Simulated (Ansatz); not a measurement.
Born–Oppenheimer molecular dynamics of a periodic cell of 16 atoms, Li (start crystal Li, start structure bcc, volume 1.05 times the crystal's). It starts from a structure without forces on its atoms.

Computed with DFT PBE, scalar-relativistic, plane waves, PAW in Ansatz 0.2.0. Settings: accuracy low, cutoff 420 eV, k mesh 2x2x2, fermi-dirac smearing 0.1 eV, no spin polarisation.

```
ensemble        : NVT, Langevin thermostat
time step       : 1.5 fs
steps asked     : 200
set temperature : 900 K
friction        : 0.02 /fs
seed            : 797621
```

First frame:

```xyz
16
Lattice="7.0944 0.0000 0.0000 0.0000 7.0944 0.0000 0.0000 0.0000 7.0944" Properties=species:S:1:pos:R:3
Li 0.000 0.000 0.000
Li 3.547 0.000 0.000
Li 0.000 3.547 0.000
Li 0.000 0.000 3.547
Li 1.774 1.774 1.774
Li 3.547 3.547 0.000
Li 3.547 0.000 3.547
Li 5.321 1.774 1.774
Li 0.000 3.547 3.547
Li 1.774 5.321 1.774
Li 1.774 1.774 5.321
Li 3.547 3.547 3.547
Li 5.321 5.321 1.774
Li 5.321 1.774 5.321
Li 1.774 5.321 5.321
Li 5.321 5.321 5.321
```

Problem. What does the run give?

Solution. The run went to its last step.

* steps done: 200
* time covered: 300 fs
* mean temperature over the second half: 941 K
* spread of the potential energy over the second half: 43.6 meV per atom
* mean potential energy of the second half above the start: 125.8 meV per atom

A run of 0.3 ps of so small a system gives no equilibrium averages. Limits of this set-up: coarse k mesh, low accuracy level.

Problem. What happens to the structure?

Solution. Mean squared displacements from the first frame to the last, about the centre of mass: Li 0.98 Å². The details hang on the random start.

Problem. How do temperature and energy run in time?

Solution. 
```
time (fs)  T (K)  potential energy less start (eV)
      0.0    844                             0.000
      9.0    774                             0.161
     18.0    591                             0.519
     27.0    515                             0.980
     36.0    591                             1.164
     45.0    588                             1.128
     54.0    688                             1.050
     63.0    765                             1.187
     72.0    701                             1.556
     81.0    576                             1.811
     90.0    693                             1.927
     99.0    769                             1.857
    108.0    730                             1.668
    117.0    921                             1.468
    126.0    910                             1.412
    135.0    596                             1.513
    144.0    520                             1.556
    153.0    767                             1.430
    162.0    721                             1.316
    171.0    796                             1.293
    180.0    839                             1.221
    189.0    964                             1.227
    198.0    961                             1.306
    207.0    916                             1.520
    216.0    758                             1.691
    225.0   1004                             1.773
    234.0    920                             1.966
    243.0   1055                             2.272
    252.0   1119                             2.601
    261.0    848                             3.022
    270.0    723                             3.192
    279.0   1076                             2.922
    288.0   1329                             2.621
    297.0   1272                             2.895
```

The run took 7.2 min on 1 thread of INTEL(R) XEON(R) PLATINUM 8581C CPU @ 2.10GHz (Emerald Rapids) (shared host), peak memory 0.58 GiB.
